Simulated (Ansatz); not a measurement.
# InH₃S (SMILES [SH][InH2]): one structure at several levels

The task here is to estimate one member of a computed series from the others.

Program: Ansatz 0.2.0, Gaussian basis. Level of theory: single points in def2-TZVPP. These are calculated values, not measurements.

Cores are frozen in the correlated methods. Filled d shells of the heavier atoms are correlated. Core potentials replace the inner electrons past krypton, and spin-orbit coupling is left out.

## The starting structure

SMILES `[SH][InH2]`, 5 atoms, charge 0, spin multiplicity 1.

Atoms are counted from 1 here; the program's logs count them from 0.

Bond lengths: S1–In2 2.388 Å, S1–H3 1.327 Å, In2–H4 1.666 Å, In2–H5 1.619 Å. Angles: In2–S1–H3 94.8°, S1–In2–H4 123.3°, S1–In2–H5 114.6°, H4–In2–H5 122.0°.

Geometry (Å):

```xyz
5
charge 0, multiplicity 1
S     1.2254   -0.8859    0.9660
In   -0.1453    0.6370   -0.2600
H     0.3172   -1.8533    0.9976
H    -1.6068    0.2104   -0.9374
H     0.4866    2.1165   -0.4421
```

Set-up of the first run:

run/in.yaml

```yaml
crystal:
  periodic: [false, false, false]
  atoms:
    - {symbol: S, position_ang: [1.225400, -0.885900, 0.966000]}
    - {symbol: In, position_ang: [-0.145300, 0.637000, -0.260000]}
    - {symbol: H, position_ang: [0.317200, -1.853300, 0.997600]}
    - {symbol: H, position_ang: [-1.606800, 0.210400, -0.937400]}
    - {symbol: H, position_ang: [0.486600, 2.116500, -0.442100]}
basis:
  gaussian: {orbitals: def2-TZVPP}
correlation: {method: ccsd_t}
output: {forces: true}
```

The command line of these runs was not kept.

Steps of the session up to this table: CCSD(T)/def2-TZVPP; PBE0-D4/def2-TZVPP; wB97M-V/def2-TZVPP; r2SCAN-D4/def2-TZVPP; PBE-D4/def2-TZVPP; BLYP-D4/def2-TZVPP; HSE06-D4/def2-TZVPP.

One of the session's tables, all rows but one given; the rest of the session is left out.

```
   method  RMS force component (eV/Å)  angle to CCSD(T) forces (°)  dipole (D)
  CCSD(T)                       0.489                    reference        1.46
  PBE0-D4                       0.519                          2.8        1.49
  wB97M-V                           ?                            ?           ?
r2SCAN-D4                       0.495                          4.3        1.44
   PBE-D4                       0.572                         13.3        1.31
  BLYP-D4                       0.580                         18.9        1.24
 HSE06-D4                       0.519                          2.8        1.48
```

Estimate the missing values for wB97M-V.

The run gave: RMS force component (eV/Å): 0.486; angle to CCSD(T) forces (°): 3.0; dipole (D): 1.52. In the column «RMS force component (eV/Å)» it is the lowest.
